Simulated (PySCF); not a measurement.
# C₂H₉PSi: electronic excitations and core binding energies

Aim: predict the electronic excitations and core binding energies of C₂H₉PSi (`CPC[SiH3]`).

Computed with PySCF 2.14.0, with density-fitted response routines of our own, on a single molecule in the gas phase. Atoms are numbered from 0 throughout.

### 1 The starting structure

13 atoms, charge 0, multiplicity 1; geometry from: GFN2-xTB.

Bonds of the start (Å): C0–P1 1.85, P1–C2 1.85, C2–Si3 1.90, C0–H4 1.09, C0–H5 1.09, C0–H6 1.09, P1–H7 1.40, C2–H8 1.09, C2–H9 1.09, Si3–H10 1.46, Si3–H11 1.47, Si3–H12 1.47.

### 2 Ultraviolet spectrum: PBE0/def2-SVPD

Job settings and geometry (Å):

```
{"job": {"kind": "uv", "xc": "PBE0", "basis": "def2-SVPD", "nstates": 8, "ntriplets": 3}, "charge": 0, "multiplicity": 1}
C      2.253189    -0.450904    -0.002537
P      0.835029     0.297130     0.928036
C     -0.567707    -0.402727    -0.055566
Si    -2.202088     0.500573     0.320951
H      3.175602     0.040791     0.301690
H      2.324458    -1.507731     0.254505
H      2.121328    -0.347559    -1.078821
H      0.872078     1.524312     0.249266
H     -0.325909    -0.359744    -1.119417
H     -0.656484    -1.456293     0.219968
H     -2.500646     0.388517     1.747071
H     -3.256327    -0.134310    -0.475513
H     -2.076911     1.908432    -0.064546
```

Level: TDDFT PBE0/def2-SVPD, vertical, gas phase, core orbitals frozen in the response.

Launch:

```bash
$ OMP_NUM_THREADS=1 python probes_run.py task.json out
```

The driver reads the jobs from task.json and runs them one after another.

**Question.** This job is followed by: delta-SCF UKS SCAN, pcX-2 on the ionised atom, pcseg-1 elsewhere, spin-free X2C. What will the session give for the following? lowest singlet (PBE0/def2-SVPD); brightest single state of those computed; lowest triplet; C1s binding energies, SCAN/pcX-2; P1s binding energies, SCAN/pcX-2; P2p binding energies, SCAN/pcX-2; Si1s binding energies, SCAN/pcX-2; Si2p binding energies, SCAN/pcX-2.

The runs gave:

| quantity | value |
| --- | --- |
| lowest singlet (PBE0/def2-SVPD) | 6.00 eV (207 nm), f = 0.025 |
| brightest single state of those computed | state 8, 7.68 eV, f = 0.070 |
| lowest triplet | 5.13 eV |
| C1s binding energies, SCAN/pcX-2 | C0 290.42, C2 290.05 eV |
| P1s binding energies, SCAN/pcX-2 | P1 2149.72 eV |
| P2p binding energies, SCAN/pcX-2 | P1 136.41 eV |
| Si1s binding energies, SCAN/pcX-2 | Si3 1846.33 eV |
| Si2p binding energies, SCAN/pcX-2 | Si3 106.81 eV |

What this shows: The lowest singlet, at 6.00 eV, is HOMO→LUMO 0.97 and is weak; of the 8 states computed, the strongest absorption comes from state 8 at 7.68 eV (the last computed, so partners may be missing). The lowest triplet lies 0.87 eV below the lowest singlet (triplets in Tamm-Dancoff, singlets in full TDDFT). States above −ε(HOMO) lie where TDDFT describes them poorly and they hang on the basis; the brightest is among them. The C1s levels kept as sound span 0.37 eV, from C2 (sp3 CH2 bonded to P and Si) up to C0 (methyl carbon bonded to P).
